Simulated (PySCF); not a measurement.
# IrF₃: structure of the quintet

Aim: relax IrF₃ as a quintet from a trigonal pyramidal start, check by its vibrations whether the end is a minimum, and collect its spectrum and constants.

Program: PySCF 2.14.0. Level of theory: PBE0, basis Ir def2-SVP with ECP60, F def2-SVP, scalar-relativistic core potentials, no spin–orbit coupling, density fitting. These are calculated values, not measurements.

**1. Where the work starts**

4 atoms, charge 0, spin multiplicity 5.

Bond lengths: Ir1–F2 1.860 Å, Ir1–F3 1.860 Å, Ir1–F4 1.860 Å. Angles: F2–Ir1–F3 99.8°, F2–Ir1–F4 99.8°, F3–Ir1–F4 99.8°.

```xyz
4
charge 0 multiplicity 5
Ir    0.0000    0.0000   -0.1991
F     1.6423    0.0000    0.6741
F    -0.8211    1.4223    0.6741
F    -0.8212   -1.4223    0.6741
```

**2. Relaxing the quintet from the trigonal pyramidal start**

The steps below are one call of a driver around PySCF. For each, scf.py gives the equivalent set-up of the SCF; relaxations use the driver's own optimiser. Before each start the driver seeks the lowest SCF state from one or more starting densities and follows internal instabilities, so scf.py alone need not reach the same state.

The program finds C3v symmetry in the start, which this walk keeps.

File scf.py:

```python
from pyscf import gto, scf, dft
mol = gto.M(atom='''
Ir     0.000000     0.000000    -0.199106
F      1.642298    -0.000028     0.674095
F     -0.821126     1.422286     0.674094
F     -0.821174    -1.422259     0.674093''',
    basis={'Ir': 'def2-SVP', 'F': 'def2-SVP'},
    ecp={'Ir': 'def2-SVP'},
    charge=0, spin=4)
mf = dft.UKS(mol, xc='PBE0')
mf.grids.atom_grid = (50, 194)
aux = {'Ir': 'def2-universal-JKFIT', 'F': 'def2-universal-JKFIT'}
mf = mf.density_fit(auxbasis=aux)
mf.kernel()
```

After this run come: Frequencies; Following the imaginary mode; Vibrations and properties at this point.

**Question.** What will these runs give? Wanted: minimum; geometry; wavenumbers; dipole moment; highest occupied, lowest empty level; polar-tensor charge of Ir1; zero-point energy; atomisation energy; ⟨S²⟩.

**Answer**, as computed:

```
                                          quantity                                                              value
                                           minimum                                                       quintet, C2v
                                          geometry  Ir–F 1.859 Å (×2), Ir–F 1.949 Å; F–Ir–F 98.5° (×2), F–Ir–F 163.0°
                                wavenumbers (cm⁻¹)         146 (a1), 157 (b1), 199 (b2), 582 (a1), 672 (a1), 718 (b2)
                                     dipole moment                                                             1.71 D
highest occupied, lowest empty level (either spin)                                                    -8.18, -5.51 eV
                        polar-tensor charge of Ir1                                                            +1.51 e
                                 zero-point energy                                                        14.8 kJ/mol
                               entropy at 298.15 K                                                    329.7 J/(mol K)
         atomisation energy (no zero-point energy)                                                        1078 kJ/mol
                                              ⟨S²⟩                                                              6.010
```

**Reading.** From C3v at the start the molecule goes to a C2v minimum, after a stop at a second-order saddle point 19.3 kJ/mol higher, from which it was pushed off along an imaginary mode. The strongest infrared band lies at 718 cm⁻¹ (b2, stretch). Most of the spin sits on Ir1 (Mulliken spin 3.07, against 4 for the whole molecule). Only this shape and spin were tried, so other structures or states may lie lower. One determinant may miss the lowest occupation of an open d or f shell. With an element this heavy the missing spin–orbit coupling can shift these numbers.
